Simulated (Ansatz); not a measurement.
# HMo: the cost of one run

Program: Ansatz 0.2.0, Gaussian basis. Level of theory: the settings change from run to run. These are calculated values, not measurements.

29 further runs of the same task are left out: 18 for a known fault of the program, 11 that didn't finish.

### Step 1. What is computed

The geometry derives from a PBE0/def2-TZVP stationary point (not a proven minimum). One bond is set to the value named and the two fragments are kept rigid. No spin-orbit coupling is included. Elements past krypton take def2 core potentials.

2 atoms, charge 1, spin multiplicity 5.

Atoms are counted from 1 here; the program's logs count them from 0.

Bond lengths: Mo1–H2 1.462 Å.

Geometry (Å):

```xyz
2
HMo
Mo    0.00000    0.00000    0.00000
H     0.00000    0.00000    1.46200
```

### Step 2. BCCD(T) on ROHF/def2-TZVP

Input file in.yaml:

```yaml
crystal:
  periodic: [false, false, false]
  atoms:
    - {symbol: Mo, position_ang: [0.000000, 0.000000, 0.000000]}
    - {symbol: H, position_ang: [0.000000, 0.000000, 1.462000]}
basis:
  gaussian: {orbitals: def2-TZVP, point_charges: [{charge: -0.50, position_ang: [3.149, 0.350, 0.018]}]}
total_charge: 1
magnetization: {spin_polarized: false, initial_magnetization: 4}
correlation: {method: bccd_t, electrons: valence, diis_vectors: 4}
accuracy: high
scf: {omitted_lower_state_checks: [cluster_reference]}
output: {forces: true}
```

The run is started by

```sh
> ansatz run in.yaml --threads 1 --pin off --events-out ev --progress --plain --max-ram 2393MiB
```

What time and memory should one allow on 1 thread of Arm Neoverse V1, shared host?

About 26 s, with a peak of 0.37 GiB.
